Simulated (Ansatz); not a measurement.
# H4N2OSi: the cost of one run

Computed with Ansatz 0.2.0, Gaussian basis. Level: PBE0-D4/def2-SVP.

**1. The starting structure**

The start, a pair relaxed at PBE0-D4: SMILES `N#N.[SiH3]O`, 8 atoms, charge 0, spin multiplicity 1.

Atoms are counted from 1 here; the program's logs count them from 0.

Bond lengths: N1–N2 1.089 Å, Si3–O4 1.645 Å, Si3–H5 1.490 Å, Si3–H6 1.481 Å, Si3–H7 1.490 Å, O4–H8 0.959 Å. Angles: O4–Si3–H5 111.8°, O4–Si3–H6 106.2°, O4–Si3–H7 111.8°, H5–Si3–H6 109.6°, H5–Si3–H7 107.7°, H6–Si3–H7 109.7°, Si3–O4–H8 117.6°.

Coordinates:

```
N    -1.2756   -1.6779   -3.1145
N    -0.7084   -1.3739   -2.2363
Si    0.2783    0.7882    1.1615
O     0.9505   -0.4769    0.3533
H    -1.0941    0.4690    1.6452
H     1.1634    1.0585    2.3178
H     0.1850    2.0043    0.3063
H     0.5009   -0.7913   -0.4334
```

**2. The run**

Input file md/in.yaml:

```yaml
crystal:
  periodic: [false, false, false]
  atoms:
    - {symbol: N, position_ang: [-1.275647, -1.677949, -3.114450]}
    - {symbol: N, position_ang: [-0.708373, -1.373863, -2.236339]}
    - {symbol: Si, position_ang: [0.278326, 0.788180, 1.161543]}
    - {symbol: O, position_ang: [0.950518, -0.476890, 0.353330]}
    - {symbol: H, position_ang: [-1.094063, 0.468959, 1.645156]}
    - {symbol: H, position_ang: [1.163422, 1.058519, 2.317794]}
    - {symbol: H, position_ang: [0.185021, 2.004333, 0.306273]}
    - {symbol: H, position_ang: [0.500895, -0.791287, -0.433406]}
basis:
  gaussian: {orbitals: def2-SVP}
hamiltonian: {xc: pbe0, dispersion: d4}
md: {n_steps: 40, timestep: 0.25, temperature: 700, ensemble: nvt_nose_hoover, seed: 720, initial_velocities: maxwell_boltzmann}
```

On the command line:

```bash
> ansatz run in.yaml --threads 4 --pin off --events-out ev --progress --plain --max-ram 9574MiB
```

**Question.** How long does this run take on 4 threads of Arm Neoverse V1, shared host?

About 28 s.
